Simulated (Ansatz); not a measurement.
# CH3BFN: ionisation energy by level of theory

An exercise on one series of results from a longer session: the logs are not shown, and one member is left open.

Computed with Ansatz 0.2.0, Gaussian basis. Level: unrestricted cation, the program's frozen cores in correlated methods.

Plan: UKS PBE-D4/def2-TZVPP; UKS r2SCAN-D4/def2-TZVPP; UKS PBE0-D4/def2-TZVPP; UKS B3LYP-D4/def2-TZVPP; UKS wB97X-V/def2-TZVPP; UKS wB97M-V/def2-TZVPP; UKS B2PLYP/def2-TZVPP; UHF-CCSD(T)/def2-TZVPP; UHF-MP2/def2-QZVPP; extrapolation to the limit; then −ε(HOMO) from the neutral's earlier runs with LDA (SPW92), PBE-D4, revPBE-D4, BLYP-D4, r2SCAN-D4, B97M-V, PBE0-D4, B3LYP-D4, r2SCANh-D4, r2SCAN0-D4, HSE06-D4, BHLYP-D4, CAM-B3LYP-D4, LC-ωPBE, ωB97X-V, ωB97M-V.

## Structure used throughout

All runs share one geometry, relaxed beforehand with PBE0-D4 in a triple-zeta def2 set.

SMILES `FB1CN1`, 7 atoms, charge 0, spin multiplicity 1.

Atoms are counted from 1 here; the program's logs count them from 0.

Bond lengths: F1–B2 1.314 Å, B2–C3 1.541 Å, B2–N4 1.343 Å, C3–N4 1.497 Å, C3–H5 1.090 Å, C3–H6 1.090 Å, N4–H7 1.002 Å. Angles: F1–B2–C3 153.5°, F1–B2–N4 144.5°, C3–B2–N4 62.1°, B2–C3–N4 52.5°, B2–C3–H5 122.0°, B2–C3–H6 122.0°, N4–C3–H5 116.0°, N4–C3–H6 116.0°, H5–C3–H6 113.3°, B2–N4–C3 65.5°, B2–N4–H7 161.2°, C3–N4–H7 133.3°.

Set-up of the first run:

Contents of in.yaml:

```yaml
crystal:
  periodic: [false, false, false]
  atoms:
    - {symbol: F, position_ang: [-1.045529, -1.906182, 0.557316]}
    - {symbol: B, position_ang: [-0.439752, -0.799866, 0.187837]}
    - {symbol: C, position_ang: [0.402186, 0.464550, 0.448898]}
    - {symbol: N, position_ang: [-0.169469, 0.002477, -0.855030]}
    - {symbol: H, position_ang: [1.488151, 0.428074, 0.534902]}
    - {symbol: H, position_ang: [-0.032438, 1.372622, 0.866659]}
    - {symbol: H, position_ang: [-0.141849, 0.370427, -1.786280]}
basis:
  gaussian: {orbitals: def2-TZVPP}
total_charge: 1
magnetization: {spin_polarized: true, initial_magnetization: 1}
hamiltonian: {xc: pbe, dispersion: d4}
```

Command:

```console
$ ansatz run in.yaml --threads 2 --pin off --events-out ev --progress --plain --max-ram 4352MiB
```

Steps of the session up to this table: Cation, UKS PBE-D4/def2-TZVPP; Cation, UKS r2SCAN-D4/def2-TZVPP; Cation, UKS PBE0-D4/def2-TZVPP; Cation, UKS B3LYP-D4/def2-TZVPP; Cation, UKS wB97X-V/def2-TZVPP; Cation, UKS wB97M-V/def2-TZVPP; Cation, UKS B2PLYP (frozen core)/def2-TZVPP; Cation, UHF-CCSD(T)/def2-TZVPP; Cation, UHF-MP2/def2-QZVPP.

One of the session's tables, all rows but one given; the rest of the session is left out.

It belongs to the step «Ionisation energies side by side». For comparison, −ε(HOMO) of the neutral from earlier runs:

| functional | −ε(HOMO) (eV) |
| --- | --- |
| LDA (SPW92) | 6.54 |
| PBE-D4 | 6.40 |
| revPBE-D4 | 6.34 |
| BLYP-D4 | 6.28 |
| r2SCAN-D4 | 6.63 |
| B97M-V | 6.70 |
| PBE0-D4 | 7.78 |
| B3LYP-D4 | 7.55 |
| r2SCANh-D4 | 7.15 |
| r2SCAN0-D4 | ? |
| HSE06-D4 | 7.37 |
| BHLYP-D4 | 9.08 |
| CAM-B3LYP-D4 | 9.21 |
| LC-ωPBE | 10.60 |
| ωB97X-V | 10.21 |
| ωB97M-V | 10.11 |

Estimate the missing values for r2SCAN0-D4.

Worked estimate for «−ε(HOMO) (eV)». Against the share of exact exchange, r2SCAN-D4 (0, 6.63), r2SCANh-D4 (0.1, 7.15) give a slope of 5.20 per unit share; at 0.25 the line stands at 7.93.

The run gave: −ε(HOMO) (eV): 7.94. In «−ε(HOMO) (eV)» the line misses by -0.01.

Caveats from the session: The cation may have settled in a state other than its lowest; no search over hole states beyond the program's own was made.
